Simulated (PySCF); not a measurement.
# C2H4Al2Cl2: the cost of one run

Computed with PySCF 2.14.0, with density-fitted response routines of our own, on a single molecule in the gas phase. Atoms are numbered from 0 throughout.

**1. Starting geometry**

10 atoms, charge 0, multiplicity 1; geometry from: PBE0-D3(BJ)/def2-SVP.

Bonds of the start (Å): C0–C1 1.22, C1–Al2 1.90, Al2–Cl3 2.31, Cl3–Al4 2.32, Al4–Cl5 2.32, Cl5–Al2 2.31, C0–H6 1.08, Al2–H7 1.57, Al4–H8 1.58, Al4–H9 1.58.

**2. Core-electron binding energies: SCAN, X2C**

The job: settings as JSON, then the geometry in Å.

```
{"job": {"kind": "xps"}, "charge": 0, "multiplicity": 1}
C      3.095361    -0.362375     0.255216
C      2.040099     0.216033     0.051621
Al     0.399965     1.126357    -0.266586
Cl    -0.718917     0.000557    -1.939333
Al    -2.251811    -0.787582    -0.389091
Cl    -1.137727     0.376442     1.278489
H      4.026168    -0.871527     0.435210
H      0.217497     2.672310    -0.472037
H     -1.993891    -2.327645    -0.174885
H     -3.627578    -0.063959    -0.652419
```

Method: delta-SCF UKS SCAN, pcX-2 on the ionised atom, pcseg-1 elsewhere, spin-free X2C.

Command:

```
$ OMP_NUM_THREADS=1 python probes_run.py task.json out
```

The driver reads the jobs from task.json and runs them one after another.

**Question.** How long does this first job take on 1 thread of Arm Neoverse V1, shared host, and how much memory does it need?

About 43 s, with a peak of 0.55 GiB.
